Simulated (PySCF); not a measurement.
# C4H7BCl2O: electronic excitations

Aim: predict the electronic excitations of C4H7BCl2O (`C=C(OCC)B(Cl)Cl`).

Computed with PySCF 2.14.0, with density-fitted response routines of our own, on a single molecule in the gas phase. Atoms are numbered from 0 throughout.

## 1. The starting structure

15 atoms, charge 0, multiplicity 1; geometry from: GFN2-xTB.

Bonds of the start (Å): C0–C1 1.34, C1–O2 1.36, O2–C3 1.42, C3–C4 1.52, C1–B5 1.57, B5–Cl6 1.71, B5–Cl7 1.72, C0–H8 1.07, C0–H9 1.07, C3–H10 1.10, C3–H11 1.10, C4–H12 1.09, C4–H13 1.09, C4–H14 1.09.

## 2. TDDFT and polarisability: CAM-B3LYP/def2-SVPD

What the job is given:

```
{"job": {"kind": "uv", "xc": "CAM-B3LYP", "basis": "def2-SVPD", "nstates": 8, "ntriplets": 3}, "charge": 0, "multiplicity": 1}
C      1.584489    -1.148450    -0.350684
C      1.192048     0.047294     0.114959
O     -0.103177     0.466809     0.183122
C     -1.127639    -0.403326    -0.262992
C     -2.454175     0.312924    -0.070464
B      2.212915     1.119372     0.645160
Cl     1.658071     2.628134     1.226296
Cl     3.896779     0.789309     0.647539
H      0.909658    -1.899635    -0.719223
H      2.630044    -1.392355    -0.365944
H     -1.104780    -1.334773     0.319332
H     -0.972364    -0.648599    -1.322581
H     -2.462101     1.236351    -0.642602
H     -3.270459    -0.321867    -0.402711
H     -2.593724     0.556802     0.978879
```

Method: TDDFT CAM-B3LYP/def2-SVPD, vertical, gas phase, core orbitals frozen in the response.

Command:

```bash
$ OMP_NUM_THREADS=1 python probes_run.py task.json out
```

This one command runs all jobs of the session in turn.

What will the session give for the following? lowest singlet (CAM-B3LYP/def2-SVPD); brightest single state of those computed; lowest triplet. Wanted: lowest singlet; brightest single state of those computed; lowest triplet.

**Answer**, as computed:

| quantity | value |
| --- | --- |
| lowest singlet (CAM-B3LYP/def2-SVPD) | 4.87 eV (255 nm), f = 0.130 |
| brightest single state of those computed | state 7, 7.26 eV, f = 0.187 |
| lowest triplet | 3.18 eV |

The lowest singlet, at 4.87 eV, is HOMO→LUMO 0.99 and is bright; of the 8 states computed, the strongest absorption comes from state 7 at 7.26 eV. The lowest triplet lies 1.69 eV below the lowest singlet (triplets in Tamm-Dancoff, singlets in full TDDFT).
